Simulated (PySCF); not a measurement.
**BiF+: bond curves at several levels of theory**

Aim: find the lowest electronic state of BiF+, scan its bond at several levels of theory, and get bond length, wavenumber and dissociation energy from each curve.

The runs use PySCF 2.14.0; Bi cc-pVDZ-PP with ECP60, F cc-pVDZ, scalar-relativistic core potentials.

## (1) Input

Settings of the job:

```yaml
atoms: Bi, F
charge: 1
basis: Bi cc-pVDZ-PP with ECP60, F cc-pVDZ
Hamiltonian: scalar-relativistic core potentials
basis_functions: 37
electrons_treated: 31
masses_in_u: 208.9804, 18.9984
levels: PBE0, PBE, r²SCAN, TPSSh, r²SCAN0, MN15, LC-ωPBE, HF, MP2, SCS-MP2, CCSD, CCSD(T)
grid: 80 radial by 434 angular points
occupations: held fixed by the projection of orbital angular momentum
dissociation_limit: Bi+ + F, each in its ground configuration
starting_distance_in_angstrom: 2.175
values_of_2S_to_try: 1, 3
```

On the command line:

```sh
$ OMP_NUM_THREADS=1 python dia.py task.json out
```

Further steps of the session: PBE0 along the bond; Excited determinants; PBE; r²SCAN; TPSSh; r²SCAN0 (hybrid meta-GGA); MN15 (hybrid meta-GGA); LC-ωPBE (range-separated hybrid); UHF (mean field); Adding correlation.

Q: Predict the outcome of this session. Wanted: for each run, Re; ωe; De; μ.

**Answer**, as computed:

Lowest PBE0 solution found, without spin–orbit coupling: ²Π (doublet), unpaired electrons π ↑. State 2 has its PBE0 minimum 3.18 eV higher. The other levels ran on the lowest alone.

| level | Re (Å) | ωe (cm⁻¹) | De (eV) | μ (D) |
| --- | --- | --- | --- | --- |
| UHF | 1.968 | 690 | 1.31 | -4.02 |
| UHF-MP2 | 1.988 | 658 | 3.35 | n/a |
| UHF-SCS-MP2 | 1.990 | 653 | 3.19 | n/a |
| UHF-CCSD | 1.988 | 658 | 2.96 | n/a |
| UHF-CCSD(T) | 1.997 | 643 | 3.12 | n/a |
| PBE | 2.012 | 622 | 4.28 | -2.80 |
| r²SCAN | 1.994 | 646 | 3.85 | -3.03 |
| TPSSh | 1.996 | 645 | 3.84 | -3.04 |
| PBE0 | 1.986 | 658 | 3.61 | -3.21 |
| r²SCAN0 | 1.978 | 671 | 3.33 | -3.33 |
| MN15 | 1.979 | 671 | 3.65 | -3.26 |
| LC-ωPBE | 1.973 | 682 | 3.62 | -3.26 |

De is counted to Bi+ + F in their ground configurations. A positive dipole points from Bi to F; in an ion it is taken about the centre of mass and does not tell which atom is negative.

Differences from CCSD(T) in the same basis:

| level | Re (mÅ) | ωe (%) |
| --- | --- | --- |
| UHF | -29 | +7.4 |
| UHF-MP2 | -9 | +2.4 |
| UHF-SCS-MP2 | -7 | +1.6 |
| UHF-CCSD | -8 | +2.5 |
| PBE | +15 | -3.3 |
| r²SCAN | -2 | +0.5 |
| TPSSh | -1 | +0.4 |
| PBE0 | -10 | +2.5 |
| r²SCAN0 | -19 | +4.4 |
| MN15 | -18 | +4.4 |
| LC-ωPBE | -23 | +6.1 |

In words: Against CCSD(T) in the same basis, the bond length is nearest at TPSSh (-1 mÅ) and farthest at UHF (-29 mÅ); the wavenumber is nearest at TPSSh (+0.4 %) and farthest at UHF (+7.4 %). Hartree–Fock falls on the short and stiff side, its usual fault. PBE gives a bond that is too long and too soft, as GGAs tend to. CCSD(T) in a basis this small is itself some way from its limit, more so than the functionals. Among the levels with a De in the table, it runs from 1.31 eV (UHF) to 4.28 eV (PBE).

Correlated steps freeze 5 core orbitals. Spin–orbit coupling is left out, which matters for elements this heavy, above all for dissociation energies. At UHF the stretched side of the curve climbs above De, by a hump or because the determinant held fixed goes to a higher limit. With spin–orbit coupling the term label itself may not hold.
